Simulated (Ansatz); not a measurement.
# C2H7FO2SeZr: ionisation energy by level of theory

One table from this session's results is given with a row withheld; the runs are named, their logs left out.

The runs use Ansatz 0.2.0, Gaussian basis; unrestricted cation, the program's frozen cores in correlated methods.

The runs, in order: UKS PBE-D4/def2-TZVPP; UKS r2SCAN-D4/def2-TZVPP; UKS PBE0-D4/def2-TZVPP; UKS B3LYP-D4/def2-TZVPP; UKS wB97X-V/def2-TZVPP; UKS wB97M-V/def2-TZVPP; UKS B2PLYP/def2-TZVPP; UHF-CCSD(T)/def2-TZVPP; UHF-MP2/def2-QZVPP; extrapolation to the limit; then −ε(HOMO) from the neutral's earlier runs with LDA (SPW92), PBE-D4, revPBE-D4, BLYP-D4, r2SCAN-D4, B97M-V, PBE0-D4, B3LYP-D4, r2SCANh-D4, r2SCAN0-D4, HSE06-D4, BHLYP-D4, CAM-B3LYP-D4, LC-ωPBE, ωB97X-V, ωB97M-V.

**The relaxed structure**

The geometry comes from an earlier relaxation with PBE0-D4 in a triple-zeta def2 set; it is a stationary point, not always the lowest conformer. Zr takes the def2 core potential; no spin-orbit term is included.

SMILES `C[O][Zr]([OH])([F])[Se]C`, 14 atoms, charge 0, spin multiplicity 1.

Atoms are counted from 1 here; the program's logs count them from 0.

Bond lengths: C1–O2 1.391 Å, C1–H8 1.094 Å, C1–H9 1.095 Å, C1–H10 1.095 Å, O2–Zr3 1.900 Å, Zr3–O4 1.910 Å, Zr3–F5 1.919 Å, Zr3–Se6 2.582 Å, O4–H11 0.953 Å, Se6–C7 1.973 Å, C7–H12 1.087 Å, C7–H13 1.088 Å, C7–H14 1.092 Å. Angles: O2–C1–H8 110.3°, O2–C1–H9 110.3°, O2–C1–H10 110.5°, H8–C1–H9 108.7°, H8–C1–H10 108.5°, H9–C1–H10 108.5°, C1–O2–Zr3 174.5°, O2–Zr3–O4 112.9°, O2–Zr3–F5 107.4°, O2–Zr3–Se6 107.3°, O4–Zr3–F5 112.5°, O4–Zr3–Se6 107.8°, F5–Zr3–Se6 108.7°, Zr3–O4–H11 164.8°, Zr3–Se6–C7 90.4°, Se6–C7–H12 109.3°, Se6–C7–H13 107.2°, Se6–C7–H14 112.3° and more.

Set-up of the first run:

in.yaml reads:

```yaml
crystal:
  periodic: [false, false, false]
  atoms:
    - {symbol: C, position_ang: [1.225875, -2.083781, 0.018796]}
    - {symbol: O, position_ang: [0.134473, -1.228651, -0.089407]}
    - {symbol: Zr, position_ang: [-1.342601, -0.034118, -0.058551]}
    - {symbol: O, position_ang: [-2.848852, -0.739104, 0.881388]}
    - {symbol: F, position_ang: [-1.755103, 0.413710, -1.878591]}
    - {symbol: Se, position_ang: [-0.576965, 2.104769, 1.167780]}
    - {symbol: C, position_ang: [0.821112, 2.401430, -0.193066]}
    - {symbol: H, position_ang: [1.704761, -2.213002, -0.956710]}
    - {symbol: H, position_ang: [1.961329, -1.674217, 0.718385]}
    - {symbol: H, position_ang: [0.908891, -3.065815, 0.383622]}
    - {symbol: H, position_ang: [-3.467634, -1.304306, 1.335033]}
    - {symbol: H, position_ang: [1.773282, 2.034982, 0.183064]}
    - {symbol: H, position_ang: [0.875657, 3.473558, -0.370421]}
    - {symbol: H, position_ang: [0.585795, 1.914536, -1.141312]}
basis:
  gaussian: {orbitals: def2-TZVPP}
total_charge: 1
magnetization: {spin_polarized: true, initial_magnetization: 1}
hamiltonian: {xc: pbe, dispersion: d4}
```

Launch:

```bash
$ ansatz run in.yaml --threads 2 --pin off --events-out ev --progress --plain --max-ram 20480MiB --backend cuda --devices 0, --max-vram 18GiB
```

Among the steps run: Cation, UKS PBE-D4/def2-TZVPP; Cation, UKS r2SCAN-D4/def2-TZVPP; Cation, UKS PBE0-D4/def2-TZVPP; Cation, UKS B3LYP-D4/def2-TZVPP; Cation, UKS wB97X-V/def2-TZVPP; Cation, UKS wB97M-V/def2-TZVPP; Cation, UKS B2PLYP (frozen core)/def2-TZVPP; Cation, UHF-CCSD(T)/def2-TZVPP; Cation, UHF-MP2/def2-QZVPP.

One table of the session follows, with a row left open; its other results are not shown here.

For comparison, −ε(HOMO) of the neutral from earlier runs:

```
  functional  −ε(HOMO) (eV)
 LDA (SPW92)              ?
      PBE-D4           5.32
   revPBE-D4           5.26
     BLYP-D4           5.16
   r2SCAN-D4           5.57
      B97M-V           5.63
     PBE0-D4           6.43
    B3LYP-D4           6.21
  r2SCANh-D4           5.99
  r2SCAN0-D4           6.60
    HSE06-D4           6.04
    BHLYP-D4           7.40
CAM-B3LYP-D4           7.66
     LC-ωPBE           8.96
     ωB97X-V           8.65
     ωB97M-V           8.53
```

Estimate the missing values for LDA (SPW92).

As computed: −ε(HOMO) (eV): 5.47. In the column «−ε(HOMO) (eV)» it lies between PBE-D4 (5.32) and r2SCAN-D4 (5.57).
